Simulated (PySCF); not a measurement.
# TaNBr₂: structure of the singlet

Aim: relax TaNBr₂ as a singlet from a hand-made T-shaped (ligand arrangement 1) geometry, check by its vibrations whether the end is a minimum, and collect its spectrum and constants.

Method: PBE0, basis Ta def2-SVP with ECP60, N def2-SVP, Br def2-SVP, scalar-relativistic core potentials, no spin–orbit coupling, density fitting; program: PySCF 2.14.0.

### Step 1. The system as given

4 atoms, charge 0, spin multiplicity 1.

Bond lengths: Ta1–N2 1.860 Å, Ta1–Br3 2.600 Å, Ta1–Br4 2.600 Å. Angles: N2–Ta1–Br3 88.0°, N2–Ta1–Br4 176.0°, Br3–Ta1–Br4 88.0°.

Coordinates in bohr (charge 0 multiplicity 1):
```
Ta   -0.9590    0.0000   -1.1423
N    -4.4718    0.0000   -1.0197
Br   -0.9590    0.0000    3.7710
Br    3.9513    0.0000   -0.9709
```

### Step 2. Relaxation: T-shaped (ligand arrangement 1) start, singlet

One driver script runs all steps and calls PySCF; scf.py shows how it sets up the SCF of each step. The optimiser is the driver's own. Before each start the driver seeks the lowest SCF state from one or more starting densities and follows internal instabilities, so scf.py alone need not reach the same state.

The program finds Cs symmetry in the start, which this walk keeps. Threshold on the gradient: 0.0003 Eh/bohr, with a further test on the energy change.

Contents of scf.py:

```python
from pyscf import gto, scf, dft
mol = gto.M(atom='''
Ta    -0.507475     0.000000    -0.604484
N     -2.366375     0.000000    -0.539584
Br    -0.507475     0.000000     1.995516
Br     2.090925     0.000000    -0.513784''',
    basis={'Ta': 'def2-SVP', 'N': 'def2-SVP', 'Br': 'def2-SVP'},
    ecp={'Ta': 'def2-SVP'},
    charge=0, spin=0)
mf = dft.RKS(mol, xc='PBE0')
mf.grids.atom_grid = (50, 194)
aux = {'Ta': 'def2-universal-JKFIT', 'N': 'def2-universal-JKFIT', 'Br': 'def2-universal-JKFIT'}
mf = mf.density_fit(auxbasis=aux)
mf.kernel()
```

After this run come: Is it a minimum? Harmonic modes; Leaving the saddle point; Hessian and properties.

Before running it: what results should come out? Wanted: minimum; geometry; wavenumbers; dipole moment; highest occupied, lowest empty level; polar-tensor charge of Ta1; zero-point energy; atomisation energy.

As calculated:

| quantity | value |
| --- | --- |
| minimum | singlet, Cs |
| geometry | Ta–Br 2.460 Å (×2), Ta–N 1.678 Å; Br–Ta–Br 113.1°, Br–Ta–N 105.7° (×2) |
| wavenumbers (cm⁻¹) | 58 (a'), 161 (a'), 213 (a''), 257 (a'), 290 (a''), 1115 (a') |
| dipole moment | 4.79 D |
| highest occupied, lowest empty level | -7.79, -3.91 eV |
| polar-tensor charge of Ta1 | +1.58 e |
| zero-point energy | 12.5 kJ/mol |
| entropy at 298.15 K | 359.5 J/(mol K) |
| atomisation energy (no zero-point energy) | 1363 kJ/mol |

**Reading.** The T-shaped (ligand arrangement 1) start (Cs) ends in a minimum of Cs symmetry, after a first stop at a saddle point 19.1 kJ/mol higher, from which it was pushed off along an imaginary mode. In the infrared the band at 1115 cm⁻¹ (a', stretch) leads. Only this shape and spin were tried, so other structures or states may lie lower. The soft modes, below some 90 cm⁻¹, carry numerical noise of tens of cm⁻¹, and the entropy with them. Whether spin polarisation would lower the closed shell was not checked. A two-component treatment could change these values noticeably.
